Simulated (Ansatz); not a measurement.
# C₂H₇ClO₂Si₂: a ladder of functionals and wavefunction methods

How much do the methods differ for C₂H₇ClO₂Si₂? The plan is to run it at one geometry with functionals of several rungs and with coupled cluster, and see how far each lands from CCSD(T) at the basis-set limit for the atomisation energy.

The runs use Ansatz 0.2.0, Gaussian basis; functionals in def2-TZVPP, the program's frozen cores in correlated methods.

Levels to be run: PBE-D4, r2SCAN-D4, PBE0-D4, B3LYP-D4, ωB97X-V, ωB97M-V, B2PLYP; CCSD(T)/def2-TZVPP; MP2/def2-QZVPP; extrapolation to the limit.

### 1 Structure used throughout

All runs share one geometry, relaxed beforehand with PBE0-D4 in a triple-zeta def2 set.

SMILES `O[SiH](O)/C=C\[SiH2]Cl`, 14 atoms, charge 0, spin multiplicity 1.

Atoms are counted from 1 here; the program's logs count them from 0.

Bond lengths: O1–Si2 1.638 Å, O1–H8 0.959 Å, Si2–O3 1.650 Å, Si2–C4 1.849 Å, Si2–H9 1.480 Å, O3–H10 0.958 Å, C4–C5 1.338 Å, C4–H11 1.091 Å, C5–Si6 1.876 Å, C5–H12 1.091 Å, Si6–Cl7 2.080 Å, Si6–H13 1.477 Å, Si6–H14 1.478 Å. Angles: Si2–O1–H8 117.8°, O1–Si2–O3 113.5°, O1–Si2–C4 112.7°, O1–Si2–H9 103.8°, O3–Si2–C4 101.5°, O3–Si2–H9 110.9°, C4–Si2–H9 114.9°, Si2–O3–H10 120.0°, Si2–C4–C5 123.6°, Si2–C4–H11 118.4°, C5–C4–H11 118.0°, C4–C5–Si6 128.9°, C4–C5–H12 118.1°, Si6–C5–H12 113.0°, C5–Si6–Cl7 103.5°, C5–Si6–H13 114.6°, C5–Si6–H14 114.5°, Cl7–Si6–H13 104.9° and more.

### 2 PBE-D4 (GGA)

Input file in.yaml:

```yaml
crystal:
  periodic: [false, false, false]
  atoms:
    - {symbol: O, position_ang: [-1.832935, 2.020693, -1.064765]}
    - {symbol: Si, position_ang: [-1.283308, 0.493169, -0.845847]}
    - {symbol: O, position_ang: [-1.357735, -0.013645, 0.722614]}
    - {symbol: C, position_ang: [0.523550, 0.327491, -1.201076]}
    - {symbol: C, position_ang: [1.395063, -0.240426, -0.359308]}
    - {symbol: Si, position_ang: [1.074642, -1.029075, 1.312909]}
    - {symbol: Cl, position_ang: [2.916070, -1.852062, 1.822721]}
    - {symbol: H, position_ang: [-1.345020, 2.734789, -0.650594]}
    - {symbol: H, position_ang: [-2.166126, -0.325613, -1.707067]}
    - {symbol: H, position_ang: [-2.190172, -0.310566, 1.091535]}
    - {symbol: H, position_ang: [0.905270, 0.721199, -2.143958]}
    - {symbol: H, position_ang: [2.444939, -0.279357, -0.655055]}
    - {symbol: H, position_ang: [0.773483, -0.071011, 2.396427]}
    - {symbol: H, position_ang: [0.142290, -2.175596, 1.281452]}
basis:
  gaussian: {orbitals: def2-TZVPP}
hamiltonian: {xc: pbe, dispersion: d4}
output: {forces: true, orbitals: {seedname: orbitals}}
```

The run is started by

```
> ansatz run in.yaml --threads 2 --pin off --events-out ev --progress --plain --max-ram 22528MiB --backend cuda --devices 0, --max-vram 18GiB
```

The runs that follow: r2SCAN-D4 (meta-GGA); PBE0-D4 (hybrid); B3LYP-D4 (hybrid); ωB97X-V (range-separated); ωB97M-V (range-separated); B2PLYP (double hybrid); CCSD(T) in def2-TZVPP; MP2 in def2-QZVPP.

**Question.** What will the summary of the whole plan be? Wanted: atomisation energy, CCSD(T)/CBS; farthest; mean size of error, hybrid; mean size of error, range-separated; gap, smallest and largest; T1 diagnostic; triples share of the correlation energy.

As calculated:

```
                               quantity                                 value
        atomisation energy, CCSD(T)/CBS                         5389.8 kJ/mol
 functionals within 26.9 kJ/mol (0.5 %)           r2SCAN-D4, ωB97X-V, ωB97M-V
                               farthest                 B2PLYP (-89.0 kJ/mol)
             mean size of error, hybrid                           41.4 kJ/mol
    mean size of error, range-separated                            3.1 kJ/mol
              gap, smallest and largest  4.67 eV (PBE-D4), 11.35 eV (ωB97X-V)
                          T1 diagnostic                                0.0114
triples share of the correlation energy                                 3.9 %
```

PBE-D4 misses by +47.2 kJ/mol. Double hybrids carry the basis error of their MP2 part in triple zeta, and no dispersion term here, so their miss is partly the set-up's. The reference freezes the cores and leaves out relativity and excitations past (T), so misses under about 26.9 kJ/mol can't be ranked. Hartree-Fock recovers 73 % of the binding; the rest is correlation. The gap grows from 4.7 to 11.4 eV across the functionals, mostly with the share of exact exchange. The restricted reference is unstable towards a spin-broken one.
